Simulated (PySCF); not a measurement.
# C3H5BrO: geometry, NMR shifts, spin-spin couplings, electronic excitations and core binding energies

Aim: predict the NMR shifts, spin-spin couplings, electronic excitations and core binding energies of C3H5BrO (`O=CCCBr`).

The runs use PySCF 2.14.0, with density-fitted response routines of our own; the level of theory stands in each step. All values are computed, except where a source is named. Atoms are numbered from 0 throughout.

### 1 The molecule as given

10 atoms, charge 0, multiplicity 1; geometry from: GFN2-xTB.

Bonds of the start (Å): O0–C1 1.20, C1–C2 1.50, C2–C3 1.52, C3–Br4 1.95, C1–H5 1.11, C2–H6 1.09, C2–H7 1.09, C3–H8 1.09, C3–H9 1.09.

### 2 Relaxing the molecule at PBE0-D3(BJ)/def2-SVP

What the job is given:

```
{"job": {"xc": "PBE0", "basis": "def2-SVP", "d3": "d3bj", "grid": 1, "kind": "geom"}, "charge": 0, "multiplicity": 1}
O      1.862957     0.766951     0.600311
C      1.457890    -0.216570     0.051947
C      0.016287    -0.509568    -0.260738
C     -0.896314     0.608685     0.206960
Br    -2.756799     0.202194    -0.212575
H      2.144146    -1.018843    -0.281188
H     -0.073757    -0.662426    -1.340678
H     -0.249775    -1.457457     0.217148
H     -0.658850     1.548242    -0.289686
H     -0.836904     0.743447     1.285974
```

**Question.** This job is followed by: GIAO PBE0/pcSseg-1 NMR shielding, non-relativistic, gas phase; B3LYP/pcJ-1 Br:pcSseg-1 indirect spin-spin coupling, non-relativistic, gas phase; TDDFT CAM-B3LYP/def2-SVPD, vertical, gas phase, core orbitals frozen in the response; GIAO KT2/pcSseg-2 NMR shielding, non-relativistic, gas phase; delta-SCF UKS SCAN, pcX-2 on the ionised atom, pcseg-1 elsewhere, spin-free X2C. Predict these results of the whole session: point group; rotational constants (main isotopes); ¹³C shifts against TMS (PBE0/pcSseg-1); ¹H shifts against TMS (PBE0/pcSseg-1, means over atoms taken as alike); ¹⁷O shifts against H2O (PBE0/pcSseg-1); ⁷⁹Br shifts against HBr (PBE0/pcSseg-1); largest coupling of the table (B3LYP/pcSseg-1+pcJ-1); lowest singlet (CAM-B3LYP/def2-SVPD); brightest single state of those computed; lowest triplet; vertical ionisation energy (ΔSCF); C1s binding energies, SCAN/pcX-2 (standing for 2 of 3 atoms); O1s binding energies, SCAN/pcX-2; range of the shift of O0.

As calculated:

| quantity | value |
| --- | --- |
| point group | Cs |
| rotational constants (main isotopes) | 16.56, 1.09, 1.03 GHz |
| ¹³C shifts against TMS (PBE0/pcSseg-1) | 202.8, 52.5, 35.3 ppm |
| ¹H shifts against TMS (PBE0/pcSseg-1, means over atoms taken as alike) | 9.73, 3.40, 2.71 ppm |
| ¹⁷O shifts against H2O (PBE0/pcSseg-1) | 698.0 ppm |
| ⁷⁹Br shifts against HBr (PBE0/pcSseg-1) | 219 ppm |
| largest coupling of the table (B3LYP/pcSseg-1+pcJ-1) | ¹J(C,H) C1–H5, 178.0 Hz |
| lowest singlet (CAM-B3LYP/def2-SVPD) | 4.38 eV (283 nm), f = 0.000 |
| brightest single state of those computed | state 8, 7.68 eV, f = 0.102 |
| lowest triplet | 3.77 eV |
| vertical ionisation energy (ΔSCF) | 10.18 eV |
| C1s binding energies, SCAN/pcX-2 (standing for 2 of 3 atoms) | C3 292.22, C2 291.69 eV |
| O1s binding energies, SCAN/pcX-2 | O0 538.56 eV |
| range of the shift of O0 | 625.3 to 698.0 ppm |

Over 4 steps the energy fell by 0.018 eV; of the close pairs, C1–H5 changed most, 1.107 to 1.121 Å. No frequency check was run at this level, so the end point may be a saddle. C3 stands next to heavy halogen, whose spin-orbit shielding this run leaves out, so the computed shift lies too far downfield, most of all for carbon beside Br or I. At PBE0/pcSseg-1: Shielding is most anisotropic at O0 (span 1385 ppm, paramagnetic term -762 ppm). Of the pairs tabulated at B3LYP/pcSseg-1+pcJ-1, C1–H5 couples most strongly (178.0 Hz; Fermi contact 178.1 Hz). Couplings across rotatable bonds belong to this one conformer; where others are populated, the observed values are averages, and the simulated multiplets take (2 J gauche + J anti)/3 across rotating chain bonds. The first singlet state (HOMO→LUMO 0.68, HOMO−2→LUMO 0.31) lies at 4.38 eV and is dark; of the 10 states computed, the strongest absorption comes from states 7 to 8 together at 7.68 eV. The lowest triplet lies 0.60 eV below the lowest singlet (triplets in Tamm-Dancoff, singlets in full TDDFT). ΔSCF puts the ionisation energy at 10.18 eV, 0.98 eV above −ε(HOMO). C3 (sp3 CH2 bonded to Br) binds its C1s electron 0.53 eV more tightly than C2 (sp3 CH2 α to a carbonyl). Only 2 of the 3 C atoms are covered by sound results. Spin-orbit coupling is left out, which matters for shieldings and couplings at and beside the heavy atoms.
